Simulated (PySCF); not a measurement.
# C2H4BN (SMILES CBC#N): levels of theory compared

We compute a comparison of 5 runs (HF/STO-3G, HF/3-21G, BLYP/cc-pVDZ, PBE0/6-311G**, CCSD/3-21G) of C2H4BN. 

The results are computed with PySCF 2.14.0.

**1. Starting point**

C2H4BN: 8 atoms, total charge 0, spin state singlet. SMILES: `CBC#N`. The coordinates come from a PBE0-D4/def2-TZVP relaxation.

Bond lengths: C1–B2 1.547 Å, B2–C3 1.537 Å, C3–N4 1.153 Å, C1–H5 1.098 Å, C1–H6 1.089 Å, C1–H7 1.098 Å, B2–H8 1.193 Å. Angles: C1–B2–C3 119.6°, B2–C3–N4 179.9°, C1–B2–H8 124.2°, C3–B2–H8 116.2°, B2–C1–H5 109.5°, B2–C1–H6 114.6°, B2–C1–H7 109.6°, H5–C1–H6 109.2°, H5–C1–H7 104.2°, H6–C1–H7 109.2°.

**2. Energy and forces at HF/STO-3G (run 1)**

Contents of input.py:

```python
import pyscf.grad
from pyscf import gto, scf

mol = gto.M(
    atom=[
    ('C', (-0.712200, 0.690600, -0.242100)),
    ('B', (-0.017500, -0.507000, 0.447700)),
    ('C', (1.412700, -0.893300, 0.039800)),
    ('N', (2.486100, -1.185100, -0.264600)),
    ('H', (-0.733800, 0.527300, -1.327200)),
    ('H', (-1.722600, 0.892900, 0.109100)),
    ('H', (-0.099700, 1.592700, -0.116800)),
    ('H', (-0.520700, -1.175200, 1.298500)),
],
    spin=0,
    max_memory=1860,
    verbose=4,
    basis='sto-3g',
)

hf = scf.RHF(mol)
hf.conv_tol = 1e-10
hf.kernel()
if not hf.converged:
    hf = hf.newton().run(hf.mo_coeff, hf.mo_occ)

etot = hf.e_tot
print(f'total energy: {etot:.8f} hartree')
grad = hf.Gradients().kernel()
dip = hf.dip_moment()
pop, q = hf.mulliken_pop()
```

On the command line:

```console
$ OMP_NUM_THREADS=1 python input.py
```

Output:

```text
PySCF version 2.14.0

[... 64 lines left out ...]
converged SCF energy = -155.239376839248
total energy: -155.23937684 hartree
[... 6 lines left out ...]
1 B     0.0022120506     0.0223831716    -0.0208942469
2 C     0.0137742475    -0.0038044652    -0.0038419233
[... 4 lines of this table left out ...]
7 H    -0.0064844495    -0.0118502544     0.0138297006
----------------------------------------------
Dipole moment(X, Y, Z, Debye): -2.43389,  1.02949,  0.36615
 ** Mulliken pop  **
pop of  0 C 1s            1.99184
pop of  0 C 2s            1.19974
pop of  0 C 2px           1.02595
pop of  0 C 2py           1.05279
pop of  0 C 2pz           1.02940
pop of  1 B 1s            1.99065
pop of  1 B 2s            0.93230
pop of  1 B 2px           0.66022
pop of  1 B 2py           0.56723
pop of  1 B 2pz           0.49512
pop of  2 C 1s            1.99489
pop of  2 C 2s            1.14605
pop of  2 C 2px           1.00157
pop of  2 C 2py           0.94812
pop of  2 C 2pz           0.96067
pop of  3 N 1s            1.99753
pop of  3 N 2s            1.76943
pop of  3 N 2px           1.31054
pop of  3 N 2py           1.05959
pop of  3 N 2pz           1.04250
pop of  4 H 1s            0.92311
pop of  5 H 1s            0.93102
pop of  6 H 1s            0.92312
pop of  7 H 1s            1.04662
 ** Mulliken atomic charges  **
charge of    0C =     -0.29973
charge of    1B =      0.35448
charge of    2C =     -0.05129
charge of    3N =     -0.17959
charge of    4H =      0.07689
charge of    5H =      0.06898
charge of    6H =      0.07688
charge of    7H =     -0.04662
```

It took 0.74 s on 1 thread of Intel Xeon 6975P-C (Granite Rapids), shared host; peak memory 0.12 GiB.

**3. Energy and gradient at HF/3-21G (run 2)**

Contents of job.py:

```python
from pyscf import gto, scf

mol = gto.Mole()
mol.atom = '''
C   -0.712200   0.690600  -0.242100
B   -0.017500  -0.507000   0.447700
C    1.412700  -0.893300   0.039800
N    2.486100  -1.185100  -0.264600
H   -0.733800   0.527300  -1.327200
H   -1.722600   0.892900   0.109100
H   -0.099700   1.592700  -0.116800
H   -0.520700  -1.175200   1.298500
'''
mol.max_memory = 1860
mol.verbose = 3
mol.basis = '3-21g'
mol.build()

hf = scf.RHF(mol)
hf.conv_tol = 1e-10
hf.kernel()
if not hf.converged:
    hf = hf.newton().run(hf.mo_coeff, hf.mo_occ)

energy = hf.e_tot
print(f'total energy: {energy:.8f} hartree')
grad = hf.nuc_grad_method().kernel()
hf.analyze()
```

On the command line:

```console
$ OMP_NUM_THREADS=1 python job.py
```

Output:

```text
converged SCF energy = -156.323128978124
total energy: -156.32312898 hartree
--------------- RHF gradients ---------------
         x                y                z
0 C     0.0035996197    -0.0112288063     0.0079797922
1 B     0.0005246765     0.0102696587    -0.0093539472
2 C    -0.0283500714     0.0077744076     0.0079900974
3 N     0.0239964671    -0.0062944554    -0.0070049536
4 H     0.0022028887    -0.0007462098    -0.0036780898
5 H    -0.0046946134     0.0007680699     0.0017849099
6 H     0.0038409458     0.0020218550    -0.0005746357
7 H    -0.0011199130    -0.0025645198     0.0028568268
----------------------------------------------
**** MO energy ****
MO #1   energy= -15.5192592091037  occ= 2
MO #2   energy= -11.2019013707362  occ= 2
MO #3   energy= -11.1646865059645  occ= 2
MO #4   energy= -7.61485589950965  occ= 2
MO #5   energy= -1.24688428463946  occ= 2
MO #6   energy= -0.985089456102463 occ= 2
MO #7   energy= -0.78860090034481  occ= 2
MO #8   energy= -0.622243605462363 occ= 2
MO #9   energy= -0.574884752729639 occ= 2
MO #10  energy= -0.570819666774621 occ= 2
MO #11  energy= -0.537599145419105 occ= 2
MO #12  energy= -0.520066088039936 occ= 2
MO #13  energy= -0.482154667783697 occ= 2
MO #14  energy= -0.459745524840681 occ= 2
MO #15  energy= 0.050763407662648  occ= 0
MO #16  energy= 0.191863315338709  occ= 0
MO #17  energy= 0.270550970032356  occ= 0
MO #18  energy= 0.271342404427043  occ= 0
MO #19  energy= 0.323970187246781  occ= 0
MO #20  energy= 0.343331421791052  occ= 0
MO #21  energy= 0.349207475913561  occ= 0
MO #22  energy= 0.393141799499278  occ= 0
MO #23  energy= 0.46060641576756   occ= 0
MO #24  energy= 0.554666935457645  occ= 0
MO #25  energy= 0.623879530660497  occ= 0
MO #26  energy= 0.668425364940053  occ= 0
MO #27  energy= 0.761535866441815  occ= 0
MO #28  energy= 0.984715499867152  occ= 0
MO #29  energy= 1.0490939846202    occ= 0
MO #30  energy= 1.05242024335263   occ= 0
MO #31  energy= 1.08953033697619   occ= 0
MO #32  energy= 1.14061818732727   occ= 0
MO #33  energy= 1.16442161142541   occ= 0
MO #34  energy= 1.20841716193893   occ= 0
MO #35  energy= 1.30953359335592   occ= 0
MO #36  energy= 1.33409209052352   occ= 0
MO #37  energy= 1.37196500629288   occ= 0
MO #38  energy= 1.41863729280367   occ= 0
MO #39  energy= 1.49394920821503   occ= 0
MO #40  energy= 1.51107972301692   occ= 0
MO #41  energy= 1.53914774269176   occ= 0
MO #42  energy= 1.93260140786209   occ= 0
MO #43  energy= 2.10738370414867   occ= 0
MO #44  energy= 3.05848712412342   occ= 0
 ** Mulliken atomic charges  **
charge of    0C =     -0.39699
charge of    1B =      0.20735
charge of    2C =     -0.02786
charge of    3N =     -0.13351
charge of    4H =      0.12140
charge of    5H =      0.10715
charge of    6H =      0.12138
charge of    7H =      0.00108
Dipole moment(X, Y, Z, Debye): -2.89210,  1.28209,  0.38352
```

It took 0.8 s on 1 thread of Intel Xeon 6975P-C (Granite Rapids), shared host; peak memory 0.12 GiB.

Runs 3 to 4 aren't shown in full; the table further down has their settings and results.

**4. A single-point energy at CCSD/3-21G (run 5)**

Contents of input.py:

```python
from pyscf import gto, cc

system = gto.Mole()
system.atom = '''
C   -0.712200   0.690600  -0.242100
B   -0.017500  -0.507000   0.447700
C    1.412700  -0.893300   0.039800
N    2.486100  -1.185100  -0.264600
H   -0.733800   0.527300  -1.327200
H   -1.722600   0.892900   0.109100
H   -0.099700   1.592700  -0.116800
H   -0.520700  -1.175200   1.298500
'''
system.charge = 0
system.verbose = 3
system.basis = '3-21g'
system.spin = 0
system.max_memory = 1860
system.build()

calc0 = system.RHF()
calc0.conv_tol = 1e-10
calc0.kernel()
if not calc0.converged:
    calc0 = calc0.newton().run(calc0.mo_coeff, calc0.mo_occ)

mycc = cc.CCSD(calc0, frozen=4)
mycc.kernel()
e_tot = mycc.e_tot
print('E = %.10f Eh' % e_tot)
dip = calc0.dip_moment()
pop, q = calc0.mulliken_pop()
```

On the command line:

```console
$ OMP_NUM_THREADS=1 python input.py
```

Output:

```text
converged SCF energy = -156.323128978124
E(CCSD) = -156.6836207141702  E_corr = -0.3604917360457289
E = -156.6836207142 Eh
Dipole moment(X, Y, Z, Debye): -2.89210,  1.28209,  0.38352
 ** Mulliken pop  **
pop of  0 C 1s            1.98832
pop of  0 C 2s            0.34565
pop of  0 C 3s            1.20451
pop of  0 C 2px           0.54697
pop of  0 C 2py           0.55430
pop of  0 C 2pz           0.53903
pop of  0 C 3px           0.60083
pop of  0 C 3py           0.60007
pop of  0 C 3pz           0.59866
pop of  1 B 1s            1.98787
pop of  1 B 2s            0.42919
pop of  1 B 3s            0.30365
pop of  1 B 2px           0.46185
pop of  1 B 2py           0.39841
pop of  1 B 2pz           0.33006
pop of  1 B 3px           0.03630
pop of  1 B 3py           0.08521
pop of  1 B 3pz           0.11905
pop of  2 C 1s            1.98929
pop of  2 C 2s            0.41950
pop of  2 C 3s            0.81263
pop of  2 C 2px           0.70008
pop of  2 C 2py           0.44302
pop of  2 C 2pz           0.44943
pop of  2 C 3px           0.27906
pop of  2 C 3py           0.51950
pop of  2 C 3pz           0.52236
pop of  3 N 1s            1.99141
pop of  3 N 2s            0.42752
pop of  3 N 3s            1.49888
pop of  3 N 2px           0.70976
pop of  3 N 2py           0.47233
pop of  3 N 2pz           0.46508
pop of  3 N 3px           0.67541
pop of  3 N 3py           0.58935
pop of  3 N 3pz           0.58132
pop of  4 H 1s            0.45039
pop of  4 H 2s            0.32118
pop of  5 H 1s            0.46219
pop of  5 H 2s            0.31727
pop of  6 H 1s            0.45038
pop of  6 H 2s            0.32118
pop of  7 H 1s            0.45983
pop of  7 H 2s            0.54176
 ** Mulliken atomic charges  **
charge of    0C =     -0.97833
charge of    1B =      0.84842
charge of    2C =     -0.13486
charge of    3N =     -0.41106
charge of    4H =      0.22843
charge of    5H =      0.22054
charge of    6H =      0.22843
charge of    7H =     -0.00158
```

It took 1 s on 1 thread of Intel Xeon 6975P-C (Granite Rapids), shared host; peak memory 0.14 GiB.

**5. Overview of the runs**

```
run          level  integration grid      task  energy (Eh)  dipole moment (D) of the reference  HOMO energy (eV)  LUMO energy (eV)  wall time
  1      HF/STO-3G                 –  gradient  -155.239377                                2.67            -10.97              4.75     0.74 s
  2       HF/3-21G                 –  gradient  -156.323129                                3.19            -12.51              1.38      0.8 s
  3   BLYP/cc-pVDZ                 5  gradient  -158.141270                                3.03             -7.69             -3.28       12 s
  4  PBE0/6-311G**                 5  gradient  -158.041110                                3.28             -9.39             -2.63       17 s
  5     CCSD/3-21G                 –    energy  -156.683621                                3.19            -12.51              1.38        1 s
```

**6. Outcome**

| quantity | value |
| --- | --- |
| run 5: total energy | -156.68362 Eh |
| run 5: dipole moment (Hartree–Fock density) | 3.19 D |
| run 5: HOMO energy (Hartree–Fock orbitals) | -12.51 eV |
| run 5: LUMO energy (Hartree–Fock orbitals) | 1.38 eV |
| run 5: HOMO–LUMO gap (Hartree–Fock orbitals) | 13.89 eV |
| run 5: correlation energy (4 core orbitals frozen) | -360.5 mEh |
| run 5: T1 diagnostic | 0.011 |

What this shows: Over runs 1, 2, 3, 4 the dipole moment (its size) runs from 2.67 D (HF/STO-3G) to 3.28 D (PBE0/6-311G**). The two ends differ in method and basis. Over runs 1, 2, 3, 4 the HOMO–LUMO gap runs from 4.41 eV (BLYP/cc-pVDZ) to 15.73 eV (HF/STO-3G). Totals of different functionals can't be ranked against each other. In run 1 the basis is minimal, so the values are rough. All runs together took 31 s, the longest 17 s.
